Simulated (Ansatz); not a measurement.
# Cl2O2W: the cost of one run

Method: the settings change from run to run; program: Ansatz 0.2.0, Gaussian basis.

### Step 1. The molecule

The geometry comes from an earlier relaxation with PBE0-D4 in a triple-zeta def2 set; it is a stationary point. W takes a core potential in def2 sets; no spin-orbit term is included.

SMILES `[O]=[W](=[O])([Cl])[Cl]`, 5 atoms, charge 0, spin multiplicity 1.

Atoms are counted from 1 here; the program's logs count them from 0.

Bond lengths: O1–W2 1.692 Å, W2–O3 1.692 Å, W2–Cl4 2.254 Å, W2–Cl5 2.254 Å. Angles: O1–W2–O3 106.7°, O1–W2–Cl4 109.1°, O1–W2–Cl5 109.2°, O3–W2–Cl4 109.1°, O3–W2–Cl5 109.2°, Cl4–W2–Cl5 113.4°.

### Step 2. PBE-QIDH/def2-TZVPP

Set apart from the defaults: a grid of angular degree 47.

Contents of in.yaml:

```yaml
crystal:
  periodic: [false, false, false]
  atoms:
    - {symbol: O, position_ang: [-0.125595, -0.662650, 1.609716]}
    - {symbol: W, position_ang: [0.064699, -0.073690, 0.034767]}
    - {symbol: O, position_ang: [1.461222, -0.796397, -0.590507]}
    - {symbol: Cl, position_ang: [-1.708955, -0.700315, -1.206288]}
    - {symbol: Cl, position_ang: [0.358528, 2.159351, 0.110913]}
basis:
  gaussian: {orbitals: def2-TZVPP, final_grid: {core_spheres: 20, valence_spheres: 16, degree: 47}}
hamiltonian: {xc: {name: PBE-QIDH}}
output: {forces: true}
```

Started as:

```bash
$ ansatz run in.yaml --threads 4 --pin off --events-out ev --progress --plain --max-ram 10444MiB
```

Q: Estimate wall time and peak memory on 4 threads of Arm Neoverse V1, shared host.

About 22 s, with a peak of 0.68 GiB.
